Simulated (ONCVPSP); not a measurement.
# Pseudopotential generation for Si: ONCV, PBEsol

Do these settings give a usable potential? It is generated, then checked for transferability, scattering, ghosts and hardness.

Method: ONCVPSP 4.0.1, PBEsol, scalar-relativistic.

**1. Starting point**

Typed settings, in words:

* element: silicon (Si, Z = 14)
* type: optimised norm-conserving Vanderbilt (ONCV)
* frozen core: [Ne]
* valence charge: 4
* reference configuration: 3s2 3p2
* partial waves: 3s: rc 1.45 bohr, ncon 4, nbas 7, qcut 5.6 1/bohr, 2 projectors, debl 2.9 Ha; 3p: rc 1.95 bohr, ncon 5, nbas 8, qcut 3.7 1/bohr, 2 projectors, debl 0.4 Ha
* local potential: polynomial inside 1.30 bohr (lpopt 3, dvloc0 4 Ha)
* core correction: not asked for

The outer shells as boxes (Hund's rule for the drawing; the calculation is spin-unpolarised):

```
[Ne] core
3s [↑↓]
3p [↑ ][↑ ][  ]
```

An earlier all-electron run gives the scale for the radii.

All-electron outer shells of the reference configuration (PBEsol, scalar-relativistic, ld1.x):

```
shell  level (eV)  outermost node (bohr)  outermost maximum (bohr)
   2s     -139.13                   0.15                      0.45
   2p      -95.42                      –                      0.39
   3s      -10.77                   0.72                      1.80
   3p       -4.06                   0.72                      2.17
```

**2. The generation run**

Contents of Si.dat:

```
# ATOM AND REFERENCE CONFIGURATION
# atsym  z   nc   nv     iexc    psfile
  Si 14.00    3    2  -116133      upf
#
#   n    l    f
    1    0    2.00
    2    0    2.00
    2    1    6.00
    3    0    2.00
    3    1    2.00
#
# PSEUDOPOTENTIAL AND OPTIMIZATION
# lmax
    1
#
#   l,   rc,      ep,       ncon, nbas, qcut
    0    1.45    0.00    4    7    5.60
    1    1.95    0.00    5    8    3.70
#
# LOCAL POTENTIAL
# lloc, lpopt,  rc(5),   dvloc0
    4    3    1.30    4.00
#
# VANDERBILT-KLEINMAN-BYLANDER PROJECTORs
# l, nproj, debl
    0    2    2.90
    1    2    0.40
#
# MODEL CORE CHARGE
# icmod, fcfact, rcfact
    0    0.00    0.00
#
# LOG DERIVATIVE ANALYSIS
# epsh1, epsh2, depsh
   -2.00    5.00    0.02
#
# OUTPUT GRID
# rlmax, drl
    6.00    0.01
#
# TEST CONFIGURATIONS
# ncnf
    4
# nvcnf
#   n    l    f
    2
    3    0    2.00
    3    1    1.00
#
    2
    3    0    2.00
    3    1    0.00
#
    2
    3    0    1.00
    3    1    0.00
#
    2
    3    0    1.00
    3    1    3.00
#
```

Run with:

```
$ oncvpsp.x < Si.dat > Si.out
```

**Question.** What will these runs give? Wanted: cutoffs for 1 and 0.1 mHa per electron, occupied waves; bound ghosts; GHOST(+) flags; largest test error; largest phase difference near zero energy, channels read.

**Answer**, as computed:

```
                                                quantity                 value
  cutoffs for 1 and 0.1 mHa per electron, occupied waves      7.9 Ha and 47 Ha
                                            bound ghosts        s at -90.56 eV
                                          GHOST(+) flags    none at low energy
                            largest test error (AE − PS)  +62 meV, for 3s1 3p0
largest phase difference near zero energy, channels read             0.000 rad
```

**Reading.** A bound ghost (s) makes it unfit for use: electrons can fall into a state that the atom doesn't have. The worst unpolarised test, 3s1 3p0, is off by 62 meV on 57.6 eV; by total energies transferability rates as fair. That test lies far up in energy; among those under 40 eV, nearer to bonding, the largest error is 2.0 meV. It counts as soft on the atom at that tolerance, with 7.9 Ha needed at the looser tolerance. The tighter tolerance needs 47 Ha, and converged work needs a cutoff nearer that. At the looser tolerance the 3s wave is the slowest; 3p needs 3 Ha. Near zero energy the phases of the channels with partial waves agree within 0.001 rad. These are tests on the free atom; a crystal test is still owed.
